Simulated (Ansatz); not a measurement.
# Cu3O2 (I4/mmm) in Ansatz: band structure with PBEsol

Aim: the band structure of Cu3O2 with PBEsol.

All numbers are computed with Ansatz 0.2.0; they aren't measurements. Logs are shortened: lines on timing, memory, paths and dates and some standing lists are left out, and cuts for length are marked.

## 1. Starting point

Symmetry: I4/mmm, No. 139, tetragonal system. The conventional cell has a = 4.046 Å, b = 4.046 Å, c = 7.347 Å, α = 90.00°, β = 90.00°, γ = 90.00°. Cu (site symmetry 4/mmm) has 4 O at 2.02 Å as nearest neighbours. Around Cu (site symmetry -4m2) lie 2 O at 1.84 Å. O (site symmetry mmm) has 4 Cu at 1.84 to 2.02 Å as nearest neighbours.

The cell comes from a database or a generator and needn't be the stable form of this composition.

## 2. Band structure, PBEsol

input.yaml reads:

```yaml
crystal:
  lattice:
    - [-2.022982, 2.022982, 3.673617]
    - [2.022982, -2.022982, 3.673617]
    - [2.022982, 2.022982, -3.673617]
  atoms:
    - { symbol: Cu, position: [0.0, 0.0, 0.0] }
    - { symbol: Cu, position: [0.75, 0.25, 0.5] }
    - { symbol: Cu, position: [0.25, 0.75, 0.5] }
    - { symbol: O, position: [0.5, 0.0, 0.5] }
    - { symbol: O, position: [0.0, 0.5, 0.5] }
hamiltonian:
  xc: pbesol
  pseudopotentials: { kind: paw }
kpoints:
  mp_grid: { grid: [9, 9, 9] }
  band_path:
    path:
      - [[0.0, 0.0, 0.0], [0.5, -0.5, 0.0], [0.5, -0.5, 0.1516234203], [0.3258117102, -0.3258117102, 0.3258117102], [0.0, 0.0, 0.0], [0.5, 0.5, -0.5], [0.6741882898, 0.3258117102, -0.3258117102], [0.5, 0.0, 0.0], [0.75, -0.25, -0.25], [0.8483765797, 0.1516234203, -0.5], [0.5, 0.5, -0.5]]
      - [[0.5, -0.5, 0.0], [0.75, -0.25, -0.25]]
    npoints: 14
scf:
  occupations: { method: fermi_dirac, width: 0.05 }
  n_extra_bands: 12
output:
  forces: true
  stress: true
  eigenvalues: true
  fatbands: true
```

Potentials or basis: Ansatz PAW.

On the command line:

```console
> ansatz run input.yaml --threads 2 --pin off --max-ram 5632MiB --backend cpu --events-out ev --progress --plain --runs-dir out
```

The log of the run:

```text
Warning: RAYON_NUM_THREADS=2 ignored (pool sized by the plan → 2); use --threads N
scf.n_extra_bands = 12 over 35 filled bands (N_el = 69.0): the run solves 47 bands
Engine: ansatz 0.2.0, x86_64-unknown-linux-gnu
Pseudopotentials: kind: paw
Pseudopotential: Cu, paw, valence charge 19, recommended cutoff 420 eV (normal), Cu.paw.azcp
Pseudopotential: O, paw, valence charge 6, recommended cutoff 420 eV (normal), O.paw.azcp
Functional definition: PBEsol
  exchange = pbesol_x
  correlation = pbesol_c
Crystal: 5 atoms, lattice volume = 60.136 Å³
Basis set: ecut = 420 eV, 1209 PW (Γ), exchange–correlation on 64×64×64 points (8 copies of the dense FFT grid, shifted against one another)
Bands: 47, of which v1, the nominal top of the filled ones, is band 35 counted from 1 (34 counted from 0)
Symmetry: 16 space group operations
Space group: I4/mmm (ITA 139), of the structure as read, at distance tolerance 3.9e-5 Å
k-points: 75 of 729
Non-local potential: Cu, projectors of the file, l = 0: 3, l = 1: 2, l = 2: 3, l = 3: 1
Non-local potential: O, projectors of the file, l = 0: 2, l = 1: 2, l = 2: 1
PAW form: soft (Blöchl's): semilocal exchange-correlation on the pseudo side does not see the compensation charge
PAW frozen core: Cu, regenerated for the run's functional, and the local potential with it (the file was generated under x = pbe(κ = 0.804, μ = 0.2195149727645171), c = pbe(β = 0.06672455060314922))
PAW frozen core: O, regenerated for the run's functional, and the local potential with it (the file was generated under x = pbe(κ = 0.804, μ = 0.2195149727645171), c = pbe(β = 0.06672455060314922))
PAW one-centre angular grid: Cu, 590 points (default); XC on 64 Gauss nodes
PAW one-centre angular grid: O, 110 points (default); XC on 64 Gauss nodes
Initial density: superposition of atomic densities (neutral atoms: chi_scale 0, normalization atom), corrected by the library's trained network
Initial wavefunctions: pseudopotential atomic-orbital guess
Functional: x = pbesol(κ = 0.804, μ = 0.12345679012345678), c = pbesol(β = 0.046)
SCF iter   1: F=—  HF=-20884.510378 eV  |F-HF|=—  |Δ(HF+E_count)|=         —  Δρ=1.98e-2  dr2=1.45e-1  ethr=1.77e-3  ⟨swp⟩=5.7  Hψ=13841  notcnv=0  defer=48
preconditioner: auto → LDOS  [metal: Δε(μ)=0.018 eV  Ē_g=13.939 eV  σ=0.050 eV  W_gap=0.09  n_scr=22 (ndim 8)  ℏωp=32.1 eV  f_vac=0.087  D(μ)=2.01/eV (n_scr^D=14)  β→1.0]
SCF iter   2: F=—  HF=-20884.667726 eV  |F-HF|=—  |Δ(HF+E_count)|=   1.57e-1  Δρ=4.39e-2  dr2=6.62e-1  ethr=2.10e-4  ⟨swp⟩=3.0  Hψ=7507  notcnv=0  defer=454  recentre
SCF iter   3: F=—  HF=-20884.475208 eV  |F-HF|=—  |Δ(HF+E_count)|=   1.93e-1  Δρ=4.78e-3  dr2=8.12e-3  ethr=2.10e-4  ⟨swp⟩=3.0  Hψ=6362  notcnv=0  defer=454
SCF iter   4: F=—  HF=-20884.473301 eV  |F-HF|=—  |Δ(HF+E_count)|=   1.91e-3  Δρ=5.17e-4  dr2=7.32e-5  ethr=1.18e-5  ⟨swp⟩=2.1  Hψ=5218  notcnv=0  defer=453
SCF iter   5: F=—  HF=-20884.473306 eV  |F-HF|=—  |Δ(HF+E_count)|=   4.98e-6  Δρ=3.16e-4  dr2=3.87e-5  ethr=1.06e-7  ⟨swp⟩=2.0  Hψ=5256  notcnv=0  defer=453
SCF iter   6: F=—  HF=-20884.473304 eV  |F-HF|=—  |Δ(HF+E_count)|=   2.01e-6  Δρ=1.13e-4  dr2=5.46e-6  ethr=5.61e-8  ⟨swp⟩=1.1  Hψ=3081  notcnv=0  defer=453
SCF iter   7: F=—  HF=-20884.473303 eV  |F-HF|=—  |Δ(HF+E_count)|=   8.58e-7  Δρ=3.00e-5  dr2=3.78e-7  ethr=7.91e-9  ⟨swp⟩=2.2  Hψ=4011  notcnv=0  defer=453
SCF iter   8: F=-20884.473303 eV  HF=-20884.473303 eV  |F-HF|=3.39e-9  |Δ(HF+E_count)|=   3.33e-8  Δρ=2.93e-6  dr2=3.03e-9  ethr=1.45e-10  ⟨swp⟩=8.4  Hψ=15454  notcnv=0
SCF 1 converged in 8 iterations: F = -20884.473303 eV  dr2 = 3.03e-9
NSCF: frozen V_eff on 156 k-points
SCF converged after 8 iterations
Free energy (F): -20884.473303 eV
Harris-Foulkes:  -20884.473303 eV  (|F-HF|=3.39e-9)
Internal energy: -20884.456589 eV  (E = F + TS)
E sigma→0 (E₀):  -20884.464946 eV
Entropy (-TS):   -0.016715 eV (-3.343 meV/atom)
Fermi energy:    10.401872 eV
--- Per-component energies (eV) ---
  E_band       = -1398.709002
  E_kinetic    = 1239.888793
  E_local      = -15259.419374  (includes V_loc(G=0)·N_el)
  E_nonlocal   = 1280.737177
  E_hartree    = 6645.388282
  E_xc         = -406.821385
  E_vxc        = -525.311650  (∫ρ·V_xc dr)
  E_paw        = -5187.148553  (= ΣΔE_a)
  E_vpaw       = -1425.384521  (= ΣTr[D̂ρ^β])
  E_aug_tail   = 0.005322  (compensation charges beyond the density's cutoff)
  E_ewald      = -9197.776033
  E_core_change = 0.689182  (= ΣΔE_core)
  E_smearing   = -0.016715  (= −TS)
  E_closure    = 0.000000  (closes the sum)
  Σ components = -20884.473303   (vs F -20884.473303, Δ=0.00e0)
--- Forces (eV/Å), atoms counted from 1 ---
  atom   1  Cu    -0.00000000     0.00000000    -0.00000000
  atom   2  Cu     0.00000000    -0.00000000     0.00000000
  atom   3  Cu     0.00000000     0.00000000     0.00000000
  atom   4  O      0.00000000     0.00000000    -0.00000000
  atom   5  O      0.00000000     0.00000000     0.00000000
  max |Σ_I F_I| component: 3.47e-18 eV/Å
--- Stress (GPa, compression-positive) ---
       -4.823605      -0.000000       0.000000
       -0.000000      -4.823605       0.000000
        0.000000       0.000000      -8.997775
  P = ⅓ Tr σ = -6.2150 GPa (-62.150 kbar)
--- Band table (eV; the first three rows and the last of 75) ---
  k-point 0: bands = ["-101.7518", "-101.4569", "-101.4553", "-59.2985", "-59.2985", "-59.2547", "-59.1927", "-59.1908", "-58.8983", "-58.8983", "-58.8854", "-58.8854", "-8.7034", "-7.4451", "3.7680", "4.7930", "4.7930", "5.3465", "5.6861", "7.3225", "7.4365", "7.4365", "7.5458", "8.0657", "8.0657", "8.1757", "8.2363", "8.2836", "8.5392", "8.5392", "8.8022", "8.9706", "9.6362", "9.6362", "10.7953", "10.8423", "15.5039", "15.5039", "17.2174", "17.5934", "21.2284", "21.4364", "23.0547", "23.7011", "23.7011", "24.4468", "25.9228"]
  k-point 1: bands = ["-101.7517", "-101.4568", "-101.4554", "-59.2987", "-59.2984", "-59.2543", "-59.1925", "-59.1911", "-58.8984", "-58.8967", "-58.8871", "-58.8853", "-8.6383", "-7.4783", "3.6978", "4.5812", "4.8286", "5.3543", "5.7797", "7.0585", "7.4462", "7.4816", "7.6111", "7.6665", "7.7599", "8.2461", "8.4915", "8.5197", "8.5407", "8.5711", "8.8973", "9.0806", "9.6764", "9.7216", "10.6284", "11.0378", "14.4621", "15.9396", "17.5358", "18.6888", "21.5422", "21.5899", "22.0501", "23.2960", "23.3547", "25.1743", "25.6596"]
  k-point 2: bands = ["-101.7517", "-101.4565", "-101.4556", "-59.2993", "-59.2984", "-59.2534", "-59.1922", "-59.1918", "-58.8986", "-58.8926", "-58.8912", "-58.8851", "-8.4671", "-7.5609", "3.5225", "4.0763", "4.8589", "5.3774", "5.7189", "6.7135", "7.4258", "7.4903", "7.5802", "7.7323", "7.7917", "8.3401", "8.3624", "8.5008", "8.5239", "8.7370", "8.7524", "9.5954", "9.7748", "10.1765", "10.3795", "11.5053", "13.0093", "16.8245", "18.2326", "19.5410", "19.9549", "22.1522", "22.2553", "23.0042", "24.0895", "25.8215", "25.8858"]
  k-point 74: bands = ["-101.7517", "-101.4569", "-101.4553", "-59.2987", "-59.2986", "-59.2510", "-59.1947", "-59.1924", "-58.8977", "-58.8977", "-58.8859", "-58.8859", "-8.2755", "-7.8269", "2.6622", "5.0871", "5.3158", "6.2954", "6.5020", "6.8569", "6.9039", "7.0010", "7.1232", "7.2568", "7.6856", "8.0249", "8.2429", "8.4519", "8.5989", "8.6679", "8.7511", "8.9237", "9.1535", "10.1185", "10.1302", "13.7964", "14.9611", "15.9379", "16.7693", "18.0908", "20.3729", "23.0948", "23.1382", "24.3092", "25.6374", "26.1826", "26.7073"]
```

Wall time 12 s (2 threads of Intel Xeon Platinum 8375C at 2.90GHz (Ice Lake), shared host); peak memory 0.5 GiB.

What came out:

```yaml
Free_energy: -20884.4733 eV
Pressure: -6.2 GPa
Band_gap_on_the_k_mesh: none (metal or under the smearing width)
```

Levels at the corners of the path, in eV from the Fermi level:
```tsv
point	band 30	band 31	band 32	band 33	band 34	band 35	band 36	band 37	band 38	band 39
Γ	-1.86	-1.60	-1.43	-0.77	-0.77	0.39	0.44	5.10	5.10	6.82
X	-1.49	-1.48	-0.44	-0.43	-0.22	0.46	1.27	3.55	3.60	7.56
Y	-1.61	-1.51	-1.48	-0.67	-0.44	0.79	2.43	3.76	3.94	7.27
S	-1.78	-1.73	-1.49	-1.16	-0.28	-0.21	2.98	4.04	5.70	7.44
Γ	-1.86	-1.60	-1.43	-0.77	-0.77	0.39	0.44	5.10	5.10	6.82
Z	-1.73	-1.70	-1.43	-1.26	-0.29	-0.29	3.19	4.63	6.24	6.24
S1	-1.78	-1.73	-1.49	-1.16	-0.28	-0.21	2.98	4.04	5.70	7.44
N	-1.88	-1.47	-1.27	-0.89	-0.54	-0.21	2.80	3.19	8.03	8.10
P	-1.76	-1.28	-0.56	-0.56	-0.45	1.22	1.68	2.96	5.18	5.18
Y1	-1.61	-1.51	-1.48	-0.67	-0.44	0.79	2.43	3.76	3.94	7.27
Z	-1.73	-1.70	-1.43	-1.26	-0.29	-0.29	3.19	4.63	6.24	6.24
X	-1.49	-1.48	-0.44	-0.43	-0.22	0.46	1.27	3.55	3.60	7.56
P	-1.76	-1.28	-0.56	-0.56	-0.45	1.22	1.68	2.96	5.18	5.18
```

Caveat: the pressure holds a Pulay correction of +0.5 GPa for the finite cutoff; an odd number of electrons without spin polarisation forces a metal; a magnetic or distorted state may lie lower; the run has no spin polarisation, though such a crystal can be magnetic; semilocal functionals often make such compounds metallic where correlation or magnetic order opens a gap, which also shifts bond lengths; the PAW data sets come from PBE, with cores solved anew for the run's functional, which leaves a small shift of forces and pressure.
